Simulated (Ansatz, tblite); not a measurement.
## A script for Te₂Mo (GFN1-xTB)

These are simulated results from tblite 0.8.0, not measurements. The cell was built from a prototype and was relaxed with r2SCAN+rVV10 in plane waves (Ansatz 0.2.0). Not every such cell is a known phase. All runs are without spin polarisation.

The symmetry is P6_3/mmc (No. 194, hexagonal); conventional cell a = 3.542 Å, c = 14.177 Å, 25.67 Å³ an atom. Mo is surrounded by 6 Te at 2.72 Å; Te is surrounded by 3 Mo at 2.72 Å.

tblite solves periodic systems at the zone centre alone, so the script builds a cluster of 3×3×1 conventional cells (54 atoms), which folds in a coarse mesh of k points.

The script, run.py:

```python
import json
from ase import Atoms
from ase.build import make_supercell
from ase.units import Bohr, GPa, Hartree
from tblite.interface import Calculator

atoms = Atoms(['Mo', 'Mo', 'Te', 'Te', 'Te', 'Te'],
              cell=[[3.542131, -0.0, 0.0], [-1.771066, 3.067576, 0.0], [0.0, 0.0, 14.176672]],
              scaled_positions=[[0.333333, 0.666667, 0.25], [0.666667, 0.333333, 0.75], [0.666667, 0.333333, 0.376585], [0.666667, 0.333333, 0.123415], [0.333333, 0.666667, 0.876585], [0.333333, 0.666667, 0.623415]],
              pbc=True)
cluster = make_supercell(atoms, [[3, 0, 0], [0, 3, 0], [0, 0, 1]])
calc = Calculator('GFN1-xTB', cluster.numbers, cluster.positions / Bohr, lattice=cluster.cell[:] / Bohr, periodic=cluster.pbc)
calc.set('temperature', 0.02 / Hartree)
calc.set('max-iter', 150)
res = calc.singlepoint()
levels = res.get('orbital-energies') * Hartree
nv = round(res.get('orbital-occupations').sum() / 2)
cells = len(cluster) // len(atoms)
out = {'energy_per_cell': res.get('energy') * Hartree / cells, 'homo': levels[nv - 1], 'lumo': levels[nv],
       'stress': (-res.get('virial') * Hartree / cluster.get_volume() / GPa).tolist(), 'charges': res.get('charges')[:len(atoms)].tolist(), 'electrons': 2 * nv / cells}
json.dump(out, open('results.json', 'w'))
for key, value in out.items():
    print(key, value)
```

Command: `python run.py`. It took 2.8 s on 1 thread of Arm Neoverse V2, with other jobs on the host, peak memory 0.13 GiB.

What it printed:

```
------------------------------------------------------------
  cycle        total energy    energy error   density error
------------------------------------------------------------
      1     -176.5451658258  -1.7649599E+02   6.2652449E-01
      2     -175.7799675547   7.6519827E-01   5.6201620E-01
      3     -176.4558433912  -6.7587584E-01   3.1235555E-01
      4     -177.0012674387  -5.4542405E-01   7.8538391E-02
      5     -177.0376628065  -3.6395368E-02   6.6985021E-03
      6     -177.0381395851  -4.7677866E-04   2.6079627E-04
      7     -177.0381401466  -5.6145504E-07   2.1092065E-04
      8     -177.0381420092  -1.8626078E-06   1.6736148E-04
      9     -177.0381430131  -1.0039579E-06   6.1963432E-05
     10     -177.0381430310  -1.7872907E-08   2.2852517E-05
     11     -177.0381430359  -4.8881361E-09   3.3056356E-06
------------------------------------------------------------

 total:                                   2.221 sec
energy_per_cell -535.2725834652074
homo -6.212911163367008
lumo -5.445454691587293
stress [[-3.761517937627034, -0.0002457515193620209, 3.617591371195215e-06], [-0.00024575151936224044, -3.7618215080391995, -2.0886157089983685e-06], [3.617591371363577e-06, -2.088615708941646e-06, -1.0377932192658728]]
charges [-0.08229839941594463, -0.08229839913736015, 0.04114922407247651, 0.04114787844940654, 0.041147878406466026, 0.041149224029519926]
electrons 36.0
```

The cycle table is in hartree for the whole cluster, and the lines after it are in eV (the energy for one cell). The printed stress is in GPa and positive in compression, and the pressure is its mean diagonal.

GFN1-xTB gives a gap of 0.77 eV. On the same cell, plane-wave PBE (Ansatz, 12×12×2 k points and the special points) gives a gap of 0.77 eV and r2SCAN a gap of 0.88 eV; on shared hosts these took about 15 and 30 core-seconds on the 6-atom cell, against 2.8 for the script. Spin-orbit coupling, left out in all these runs, can cut or reorder the gap by tenths of an eV, up to about 1 eV with Pb or Bi. xTB was fitted to molecules, so gaps, charges and pressures of solids can be far off, and the gap also depends on the size of the cluster.

The same script was run on cells scaled at fixed shape and fractional coordinates:

```csv
volume (Å³/atom),energy (meV/atom),"pressure (GPa, positive in compression)",gap (eV)
22.59,63.7,11.79,0.95
24.13,-2.7,2.75,0.85
25.67,0.0,-2.85,0.77
27.21,45.9,-6.42,0.69
28.75,119.7,-8.75,0.63
```

A Birch-Murnaghan fit puts the minimum at 24.81 Å³/atom, 3.4 % below the given cell, with a bulk modulus of 93.1 GPa at fixed shape.

xTB was fitted mostly to molecules, and a small cluster samples few k points, so gaps, pressures and kinks along a curve can be far from a solid's.

Spin-orbit coupling is left out, which matters wherever the heavy atoms make up the band edges.
